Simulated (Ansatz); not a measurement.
# Si2Mo: stress in a strained cell

Si2Mo is deformed so: equal xx and yy strain of +2 %. What stress and forces result, by LAPW, PAW and all-electron datasets made for the crystal?

Program: Ansatz 0.2.0. Level of theory: DFT PBEsol, scalar-relativistic. These are calculated values, not measurements.

### Step 1. Starting point

It takes space group I4/mmm (No. 139, tetragonal). The conventional cell has a = 3.200 Å, b = 3.200 Å, c = 7.861 Å, α = 90.00°, β = 90.00°, γ = 90.00°. Si (site symmetry 4mm) is surrounded by 5 Si at 2.61 to 2.63 Å and 5 Mo at 2.62 Å. Mo (site symmetry 4/mmm) has 10 Si at 2.62 Å in its first shell of neighbours.

As a file:

```
Si Mo
1.0
    -1.60000    1.60000    3.93050
     1.60000   -1.60000    3.93050
     1.60000    1.60000   -3.93050
Si Mo
2 1
Direct
  0.33300 0.33300 0.00000
  0.66700 0.66700 0.00000
  0.00000 0.00000 0.00000
```

Atoms are numbered in the order of the input: Si1, Si2, Mo3.

### Step 2. After the deformation

Space group I4/mmm before, I4/mmm after.

### Step 3. Full-potential LAPW

File input.yaml:

```yaml
crystal:
  lattice:
    - [-1.632, 1.632, 3.9305]
    - [1.632, -1.632, 3.9305]
    - [1.632, 1.632, -3.9305]
  atoms:
    - { symbol: Si, position: [0.333, 0.333, 0.0] }
    - { symbol: Si, position: [0.667, 0.667, 0.0] }
    - { symbol: Mo, position: [0.0, 0.0, 0.0] }
kpoints:
  mp_grid: { grid: [16, 16, 16] }
  band_path:
    path:
      - [0.0, 0.0, 0.0]
      - [0.0, 0.0, 0.5]
      - [0.25, 0.25, 0.25]
      - [0.0, 0.5, 0.0]
      - [0.0, 0.0, 0.0]
      - [0.5, 0.5, -0.5]
      - [0.293100739, 0.706899261, -0.293100739]
      - [-0.293100739, 0.293100739, 0.293100739]
      - [0.0, 0.0, 0.0]
    npoints: 5
scf:
  occupations: { method: fermi_dirac, width: 0.08 }
hamiltonian:
  xc: pbesol
  pseudopotentials: { kind: all_electron, lapw: { basis_error: 0.001 } }
output:
  forces: true
  stress: true
  eigenvalues: true
```

On the command line:

```
ansatz run input.yaml --threads 1 --pin off --max-ram 4096MiB --backend cpu --events-out ev --progress --plain --runs-dir out
```

Log, cut to the lines that bear on the results:

```text
LAPW: plane waves up to 7.635 Å⁻¹, error target 1.0e-3 eV per atom; small_component_spin mean_spin; Si in spheres of 1.172 Å, 12 of its electrons in bands, Dirac shells []; Mo in spheres of 1.446 Å, 24 of its electrons in bands, Dirac shells []
[...]
Pseudopotentials: kind: all_electron
Pseudopotential: Si, LAPW, valence charge 12, Koelling and Harmon's equation, gaussian nucleus
Pseudopotential: Mo, LAPW, valence charge 24, Koelling and Harmon's equation, gaussian nucleus
Functional definition: PBEsol
[...]
Crystal: 3 atoms, lattice volume = 41.874 Å³
Basis set: ecut = 222.12435869310414 eV, 309 PW (Γ), FFT grids on a1+a3, a2+a3, a3, exchange–correlation at level 2
Bands: 29, of which v1, the nominal top of the filled ones, is band 24 counted from 1 (23 counted from 0)
Symmetry: 16 space group operations
Space group: I4/mmm (ITA 139), of the structure as read, at distance tolerance 3.5e-5 Å
k-points: 349 of 4096
[...]
SCF iter   1: F=—  HF=-125877.900219 eV  |F-HF|=—  |Δ(HF+E_count)|=         —  Δρ=4.39e-2  dr2=9.90e-1  ethr=2.06e-3  ⟨swp⟩=2.0  Hψ=67149  notcnv=0
[...]
the basis was enlarged: its passes take 344.4 KiB over the memory plan, 1 of 1 planned eigensolver slots
[...]
SCF iter  10: F=-125876.967542 eV  HF=-125876.967542 eV  |F-HF|=1.59e-8  |Δ(HF+E_count)|=   6.76e-8  Δρ=3.27e-6  dr2=9.30e-9  ethr=5.78e-10  ⟨swp⟩=2.0  Hψ=28603  notcnv=0
[...]
NSCF: frozen V_eff on 41 k-points
SCF converged after 10 iterations
Free energy (F): -125876.967542 eV
[...]
E sigma→0 (E₀):  -125876.964377 eV
Entropy (-TS):   -0.006330 eV (-2.110 meV/atom)
Fermi energy:    17.162841 eV
[...]
--- Forces (eV/Å), atoms counted from 1 ---
  atom   1  Si     0.00000000     0.00000000     0.37021486
  atom   2  Si     0.00000000     0.00000000    -0.37021486
  atom   3  Mo     0.00000000     0.00000000    -0.00000000
[...]
--- Stress (GPa, compression-positive) ---
      -11.533845       0.000000      -0.000000
        0.000000     -11.533845      -0.000000
       -0.000000      -0.000000      -6.664088
  P = ⅓ Tr σ = -9.9106 GPa (-99.106 kbar)
--- Band table (eV; the first three rows and the last of 349) ---
[...]
```

Wall time 1.9 min (1 thread of Arm Neoverse V1, shared host); peak memory 1.1 GiB.

Result: pressure -9.91 GPa; no gap; largest force 0.370 eV/Å.

### Step 4. PAW with frozen cores

File input.yaml:

```yaml
crystal:
  lattice:
    - [-1.632, 1.632, 3.9305]
    - [1.632, -1.632, 3.9305]
    - [1.632, 1.632, -3.9305]
  atoms:
    - { symbol: Si, position: [0.333, 0.333, 0.0] }
    - { symbol: Si, position: [0.667, 0.667, 0.0] }
    - { symbol: Mo, position: [0.0, 0.0, 0.0] }
kpoints:
  mp_grid: { grid: [16, 16, 16] }
scf:
  occupations: { method: fermi_dirac, width: 0.08 }
hamiltonian:
  xc: pbesol
  pseudopotentials: { kind: paw }
output:
  forces: true
  stress: true
  eigenvalues: true
  efg: { contact_densities: true }
```

On the command line:

```
ansatz run input.yaml --threads 1 --pin off --max-ram 4096MiB --backend cpu --events-out ev --progress --plain --runs-dir out
```

Log, cut to the lines that bear on the results:

```text
Mo: output.efg is read without spin–orbit coupling, which moves field gradients at and beside such atoms by some per cent and up to a factor of two; PAW files take it under magnetization.noncollinear and magnetization.spin_orbit
[...]
Pseudopotentials: kind: paw
Pseudopotential: Si, paw, valence charge 4, recommended cutoff 420 eV (normal)
Pseudopotential: Mo, paw, valence charge 14, recommended cutoff 420 eV (normal)
Functional definition: PBEsol
[...]
Crystal: 3 atoms, lattice volume = 41.874 Å³
Basis set: ecut = 420 eV, 833 PW (Γ), exchange–correlation on 64×64×64 points (8 copies of the dense FFT grid, shifted against one another)
Bands: 15, of which v1, the nominal top of the filled ones, is band 11 counted from 1 (10 counted from 0)
Symmetry: 16 space group operations
Space group: I4/mmm (ITA 139), of the structure as read, at distance tolerance 3.5e-5 Å
k-points: 349 of 4096
[...]
--- Stress (GPa, compression-positive) ---
      -11.575891       0.000000       0.000000
        0.000000     -11.575891      -0.000000
        0.000000       0.000000      -6.707683
  P = ⅓ Tr σ = -9.9532 GPa (-99.532 kbar)
--- PAW observables at the nuclei: V_zz in 10²¹ V/m², potentials from the cell's mean, atoms counted from 1 ---
  atom   1  Si V_zz =    -1.401874   η = 0.0000   by run symmetry: allowed
            electrostatic potential = -1367.155145 V   contact ρ = 12761.669968 e/Å³
  atom   2  Si V_zz =    -1.401874   η = 0.0000   by run symmetry: allowed
            electrostatic potential = -1367.155145 V   contact ρ = 12761.669968 e/Å³
  atom   3  Mo V_zz =    -7.663414   η = 0.0000   by run symmetry: allowed
            electrostatic potential = -6356.892939 V   contact ρ = 594297.389424 e/Å³
--- Band table (eV; the first three rows and the last of 349) ---
  k-point 0: bands = ["-45.5420", "-19.6962", "-19.6365", "-19.6365", "2.0239", "9.0824", "11.8880", "12.3076", "12.5211", "12.5211", "15.4573", "17.8857", "18.3670", "18.5387", "18.5387"]
[...]
```

Run time: 16 s. Hardware: 1 thread of Arm Neoverse V1, shared host; peak memory 0.5 GiB.

Read from it: pressure -9.95 GPa; no gap; largest force 0.370 eV/Å; Vzz Si1 -1.40 (η = 0.00), Mo3 -7.66 (η = 0.00) (10²¹ V/m²).

### Step 5. All-electron PAW on datasets made for the crystal

input.yaml, as its differences from that of step 4:

```diff
@@ -15,3 +15,3 @@
   xc: pbesol
-  pseudopotentials: { kind: paw }
+  pseudopotentials: { kind: all_electron, datasets: crystal }
 output:
```

On the command line:

```
ansatz run input.yaml --threads 1 --pin off --max-ram 4096MiB --backend cpu --events-out ev --progress --plain --runs-dir out
```

Log, cut to the lines that bear on the results:

```text
[...]
Mo: output.efg is read without spin–orbit coupling, which moves field gradients at and beside such atoms by some per cent and up to a factor of two; PAW files take it under magnetization.noncollinear and magnetization.spin_orbit
[...]
Pseudopotentials: kind: all_electron
Pseudopotential: Si, paw, valence charge 4, recommended cutoff 300 eV (normal), Koelling and Harmon's equation, gaussian nucleus
Pseudopotential: Mo, paw, valence charge 14, recommended cutoff 300 eV (normal), Koelling and Harmon's equation, gaussian nucleus
Functional definition: PBEsol
[...]
Crystal: 3 atoms, lattice volume = 41.874 Å³
Basis set: ecut = 300 eV, 503 PW (Γ), exchange–correlation on 54×54×54 points (8 copies of the dense FFT grid, shifted against one another)
Bands: 11, of which v1, the nominal top of the filled ones, is band 7 counted from 1 (6 counted from 0)
Symmetry: 16 space group operations
[...]
--- Stress (GPa, compression-positive) ---
      -11.535026       0.000000      -0.000000
        0.000000     -11.535026      -0.000000
        0.000000      -0.000000      -6.664086
  P = ⅓ Tr σ = -9.9114 GPa (-99.114 kbar)
  It holds what live shells' own plane waves past their cutoff add
--- PAW observables at the nuclei: V_zz in 10²¹ V/m², potentials from the cell's mean, atoms counted from 1 ---
  atom   1  Si V_zz =    -1.372884   η = 0.0000   by run symmetry: allowed
            electrostatic potential = -1365.773842 V   contact ρ = 12770.560375 e/Å³
  atom   2  Si V_zz =    -1.372884   η = 0.0000   by run symmetry: allowed
            electrostatic potential = -1365.773842 V   contact ρ = 12770.560375 e/Å³
  atom   3  Mo V_zz =    -7.759555   η = 0.0000   by run symmetry: allowed
            electrostatic potential = -6355.115036 V   contact ρ = 594345.896735 e/Å³
--- Band table (eV; the first three rows and the last of 349) ---
  k-point 0: bands = ["4.0808", "11.1381", "13.9438", "14.3653", "14.5781", "14.5781", "17.5156", "19.9411", "20.4262", "20.5955"]
[...]
```

It took 42 s on 1 thread of Arm Neoverse V1, shared host; peak memory 0.87 GiB.

Result: pressure -9.91 GPa; no gap; largest force 0.370 eV/Å; Vzz Si1 -1.37 (η = 0.00), Mo3 -7.76 (η = 0.00) (10²¹ V/m²).

### Step 6. Stress and forces compared

Stress (GPa, compression positive):

| method | xx | yy | zz | yz | xz | xy |
| --- | --- | --- | --- | --- | --- | --- |
| LAPW | -11.53 | -11.53 | -6.66 | 0.00 | 0.00 | 0.00 |
| PAW | -11.58 | -11.58 | -6.71 | 0.00 | 0.00 | 0.00 |
| crystal datasets | -11.54 | -11.54 | -6.66 | 0.00 | 0.00 | 0.00 |

Forces (eV/Å):

```csv
atom,LAPW x,LAPW y,LAPW z,PAW x,PAW y,PAW z,crystal datasets x,crystal datasets y,crystal datasets z
Si1,0.000,0.000,0.370,0.000,0.000,0.370,0.000,0.000,0.370
Si2,0.000,0.000,-0.370,0.000,0.000,-0.370,0.000,0.000,-0.370
Mo3,0.000,0.000,0.000,0.000,0.000,0.000,0.000,0.000,0.000
```

| method | pressure (GPa) | largest force (eV/Å) | Vzz Si1 (10²¹ V/m²) | Vzz Mo3 (10²¹ V/m²) | SCF cycles, by the record's count |
| --- | --- | --- | --- | --- | --- |
| LAPW | -9.91 | 0.370 | – | – | 10 |
| PAW | -9.95 | 0.370 | -1.40 | -7.66 | 6 |
| crystal datasets | -9.91 | 0.370 | -1.37 | -7.76 | 9 |

### Step 7. Results

```
                                 quantity                                              value
                                 pressure  LAPW -9.91, PAW -9.95, crystal datasets -9.91 GPa
largest shear or deviatoric stress (LAPW)                                           3.25 GPa
```

The largest part of the stress beyond the pressure is 3.25 GPa in size, in the zz component; the atoms are carried along and not relaxed. No run of the undeformed cell stands beside it, so pressure and stress hold what the given cell had before the change, as far as its symmetry allows. PAW: stress within 0.05 GPa of LAPW, forces within 1 meV/Å. Crystal datasets: stress within 0.01 GPa of LAPW, forces within 1 meV/Å.
